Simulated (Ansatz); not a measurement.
**B3LYP/cc-pVDZ run of C2H9AlSi (SMILES C[SiH](C)[AlH2])**

Aim: the electronic atomisation energy of C2H9AlSi at B3LYP/cc-pVDZ, from 5 runs. 

The calculation is run with Ansatz 0.2.0.

45 further runs of the same task are left out: 45 set aside as unsound or not needed. Runs told in other sessions of the task aren't counted.

### 1 The molecule

C2H9AlSi: 13 atoms, total charge 0, spin state singlet. SMILES: `C[SiH](C)[AlH2]`. The shape is that of a PBE0-D4/def2-TZVP optimisation.

Bond lengths: C1–Si2 1.884 Å, Si2–C3 1.884 Å, Si2–Al4 2.463 Å, C1–H5 1.092 Å, C1–H6 1.093 Å, C1–H7 1.093 Å, Si2–H8 1.501 Å, C3–H9 1.093 Å, C3–H10 1.093 Å, C3–H11 1.092 Å, Al4–H12 1.594 Å, Al4–H13 1.594 Å. Some angles: C1–Si2–C3 110.0°, C1–Si2–Al4 112.9°, C3–Si2–Al4 112.9°, C1–Si2–H8 107.4°, C3–Si2–H8 107.4°, Al4–Si2–H8 105.9°, Si2–C1–H5 111.2°, Si2–C1–H6 111.1°, Si2–C1–H7 110.7°, Si2–C3–H9 110.7°.

### 2 A single-point energy at B3LYP/cc-pVDZ

in.yaml

```yaml
crystal:
  periodic: [false, false, false]
  atoms:
    - {symbol: C, position_ang: [-0.866600, 1.411600, -0.714500]}
    - {symbol: Si, position_ang: [-0.138800, -0.288000, -0.351000]}
    - {symbol: C, position_ang: [1.742200, -0.215000, -0.436200]}
    - {symbol: Al, position_ang: [-0.964000, -1.250200, 1.760500]}
    - {symbol: H, position_ang: [-1.958500, 1.381800, -0.711700]}
    - {symbol: H, position_ang: [-0.550700, 2.142800, 0.033900]}
    - {symbol: H, position_ang: [-0.539400, 1.770100, -1.694100]}
    - {symbol: H, position_ang: [-0.602000, -1.216600, -1.435400]}
    - {symbol: H, position_ang: [2.070400, 0.143000, -1.415700]}
    - {symbol: H, position_ang: [2.144200, 0.462300, 0.321500]}
    - {symbol: H, position_ang: [2.182900, -1.200600, -0.270400]}
    - {symbol: H, position_ang: [-0.100900, -2.306700, 2.585400]}
    - {symbol: H, position_ang: [-2.398600, -0.869500, 2.342400]}
basis:
  gaussian: {orbitals: cc-pVDZ}
hamiltonian: {xc: {name: B3LYP}}
accuracy: high
output: {orbitals: {seedname: orbitals}}
```

Launch:

```console
ansatz run in.yaml --threads 1 --pin off --max-ram 2610MiB --events-out events.jsonl --progress --plain --runs-dir runs
```

Log:

```text
Warning: RAYON_NUM_THREADS=1 ignored (pool sized by the plan → 1); use --threads N
Functional definition: B3LYP
  name "B3LYP"
  parameter a0 = 0.2
  parameter ax = 0.72
  parameter ac = 0.81
  exchange = (1 - a0 - ax)*slater_x + ax*b88_x + a0*exact_x
  correlation = (1 - ac)*vwn_rpa_c + ac*lyp_c
2636 factors; integrals over basis functions are off by at most 3.8e-9 eV
mean field evaluation 1: about -16686.8560 eV, gradient 6.1e1 eV
mean field evaluation 2: about -16680.9278 eV, gradient 7.3e1 eV
mean field evaluation 4: about -16696.2201 eV, gradient 1.7e0 eV
mean field evaluation 8: about -16696.3795 eV, gradient 7.0e-2 eV
mean field evaluation 16: about -16696.3795 eV, gradient 2.7e-5 eV
mean field -16696.37952621 eV, -613.5806303756 hartree, gradient 2.3e-8 eV, S^2 0.000000; 0 other end points of the search recorded, 0 dependent functions left out
reference -16696.37957817 eV, -613.5806322851 hartree; 24, 24 occupied and 85, 85 virtual orbitals, 2636 factors
Total energy: -16696.37957817 eV, -613.5806322851 hartree
```

Run time: 14 s. Hardware: 1 thread of Intel Xeon Platinum 8259CL at 2.50GHz (Skylake/Cascade Lake), shared host; peak memory 0.46 GiB.

### 3 The Al atom, same level

run.yaml

```yaml
crystal:
  periodic: [false, false, false]
  atoms:
    - {symbol: Al, position_ang: [0.000000, 0.000000, 0.000000]}
basis:
  gaussian: {orbitals: cc-pVDZ}
magnetization: {spin_polarized: true, initial_magnetization: 1}
hamiltonian: {xc: {name: B3LYP}}
accuracy: high
```

Launch:

```console
ansatz run run.yaml --threads 1 --pin off --max-ram 2610MiB --events-out events.jsonl --progress --plain --runs-dir runs
```

Log (excerpt; [...] marks lines left out):

```text
Warning: RAYON_NUM_THREADS=1 ignored (pool sized by the plan → 1); use --threads N
[... 7 set-up lines as earlier in the session ...]
144 factors; integrals over basis functions are off by at most 3.2e-9 eV
mean field evaluation 1: about -6595.5375 eV, gradient 1.4e0 eV
mean field evaluation 2: about -6595.5709 eV, gradient 3.1e-1 eV
mean field evaluation 4: about -6595.5735 eV, gradient 8.2e-2 eV
mean field evaluation 8: about -6595.5736 eV, gradient 4.3e-5 eV
mean field evaluation 16: about -6595.5739 eV, gradient 7.2e-2 eV
mean field -6595.57357548 eV, -242.3828582586 hartree, gradient 1.2e-8 eV, S^2 0.753980; 1 other end points of the search recorded, 0 dependent functions left out
reference -6595.57359682 eV, -242.3828590429 hartree; 7, 6 occupied and 11, 12 virtual orbitals, 144 factors
Total energy: -6595.57359682 eV, -242.3828590429 hartree
```

It took 1.2 s on 1 thread of Intel Xeon Platinum 8259CL at 2.50GHz (Skylake/Cascade Lake), shared host; peak memory 0.11 GiB.

### 4 The C atom

job.yaml

```yaml
crystal:
  periodic: [false, false, false]
  atoms:
    - {symbol: C, position_ang: [0.000000, 0.000000, 0.000000]}
basis:
  gaussian: {orbitals: cc-pVDZ}
magnetization: {spin_polarized: true, initial_magnetization: 2}
hamiltonian: {xc: {name: B3LYP}}
accuracy: high
```

Launch:

```console
ansatz run job.yaml --threads 1 --pin off --max-ram 2610MiB --events-out events.jsonl --progress --plain --runs-dir runs
```

Log (excerpt; [...] marks lines left out):

```text
Warning: RAYON_NUM_THREADS=1 ignored (pool sized by the plan → 1); use --threads N
[... 7 set-up lines as earlier in the session ...]
96 factors; integrals over basis functions are off by at most 2.2e-9 eV
mean field evaluation 1: about -1029.9161 eV, gradient 3.7e0 eV
mean field evaluation 2: about -1029.9936 eV, gradient 1.2e0 eV
mean field evaluation 4: about -1030.0043 eV, gradient 2.3e-1 eV
mean field evaluation 8: about -1030.0047 eV, gradient 1.6e-5 eV
mean field -1030.00468859 eV, -37.8519741435 hartree, gradient 2.0e-9 eV, S^2 2.002453; 0 other end points of the search recorded, 0 dependent functions left out
reference -1030.00470938 eV, -37.8519749074 hartree; 4, 2 occupied and 10, 12 virtual orbitals, 96 factors
Total energy: -1030.00470938 eV, -37.8519749074 hartree
```

Wall time 0.38 s (1 thread of Intel Xeon Platinum 8259CL at 2.50GHz (Skylake/Cascade Lake), shared host).

### 5 The H atom at the same level

input.yaml

```yaml
crystal:
  periodic: [false, false, false]
  atoms:
    - {symbol: H, position_ang: [0.000000, 0.000000, 0.000000]}
basis:
  gaussian:
    orbitals: cc-pVDZ
accuracy: high
hamiltonian:
  xc: {name: B3LYP}
magnetization:
  spin_polarized: true
  initial_magnetization: 1
```

Run the same way, it converges to -0.50126 Eh (log not shown).

### 6 The Si atom, same level

in.yaml

```yaml
crystal:
  periodic: [false, false, false]
  atoms:
    - symbol: Si
      position_ang: [0.000000, 0.000000, 0.000000]
basis:
  gaussian:
    orbitals: cc-pVDZ
magnetization:
  spin_polarized: true
  initial_magnetization: 2
hamiltonian:
  xc: {name: B3LYP}
accuracy: high
```

Run the same way, it converges to -289.38865 Eh (log not shown).

### 7 What came out

Level: B3LYP/cc-pVDZ.

```
                     quantity          value
       molecule: total energy  -613.58063 Eh
        molecule: HOMO energy       -6.75 eV
        molecule: LUMO energy       -2.01 eV
      molecule: HOMO–LUMO gap        4.74 eV
        Al atom: total energy  -242.38286 Eh
                Al atom: ⟨S²⟩          0.754
         C atom: total energy   -37.85197 Eh
                 C atom: ⟨S²⟩          2.002
         H atom: total energy    -0.50126 Eh
                 H atom: ⟨S²⟩          0.750
        Si atom: total energy  -289.38865 Eh
                Si atom: ⟨S²⟩          2.003
electronic atomisation energy      43.371 eV
```

What this shows: Taking the molecule apart into free atoms costs 43.37 eV (4185 kJ/mol), before zero-point energy and without spin-orbit coupling.
